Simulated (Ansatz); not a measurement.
# CH2AlClOS: the cost of one run

Program: Ansatz 0.2.0. Level of theory: UKS PBE-D4/STO-3G. These are calculated values, not measurements.

## (1) The structure to begin with

Bond lengths: S1–C2 1.783 Å, C2–O3 1.406 Å, C2–Al4 1.918 Å, O3–Al4 1.840 Å, Al4–Cl5 2.255 Å, S1–H6 1.465 Å, C2–H7 1.138 Å. Angles: S1–C2–O3 109.4°, S1–C2–Al4 118.2°, S1–C2–H7 117.9°, O3–C2–Al4 65.1°, O3–C2–H7 113.0°, Al4–C2–H7 119.9°, C2–S1–H6 91.9°, C2–O3–Al4 71.0°, C2–Al4–O3 43.9°, C2–Al4–Cl5 137.4°, O3–Al4–Cl5 146.9°.

Structure file:

```xyz
7

S    -0.9609   -0.6151    1.3531
C     0.5385   -0.3128    0.4378
O     0.7509   -1.3641   -0.4711
Al    0.3902    0.1758   -1.4112
Cl   -1.0670    1.2907   -2.7226
H    -1.0639    0.7928    1.7438
H     1.4735   -0.0353    1.0244
```

## (2) Relaxing the start

input.yaml reads:

```yaml
crystal:
  periodic: [false, false, false]
  atoms:
    - { symbol: S, position_ang: [-0.9609, -0.6151, 1.3531] }
    - { symbol: C, position_ang: [0.5385, -0.3128, 0.4378] }
    - { symbol: O, position_ang: [0.7509, -1.3641, -0.4711] }
    - { symbol: Al, position_ang: [0.3902, 0.1758, -1.4112] }
    - { symbol: Cl, position_ang: [-1.067, 1.2907, -2.7226] }
    - { symbol: H, position_ang: [-1.0639, 0.7928, 1.7438] }
    - { symbol: H, position_ang: [1.4735, -0.0353, 1.0244] }
magnetization:
  spin_polarized: true
basis:
  gaussian: { orbitals: STO-3G }
hamiltonian:
  xc: pbe
  dispersion: d4
relax:
  f_tol: 0.02
  max_steps: 40
output:
  orbitals: {}
```

Run with:

```bash
$ ansatz run input.yaml --threads 1 --pin off --max-ram 2048MiB --backend cpu --events-out ev --progress --plain --runs-dir out
```

**Question.** How long does this run take on 1 thread of an Arm CPU, shared host, and how much memory does it need?

About 77 s, with a peak of 0.21 GiB.
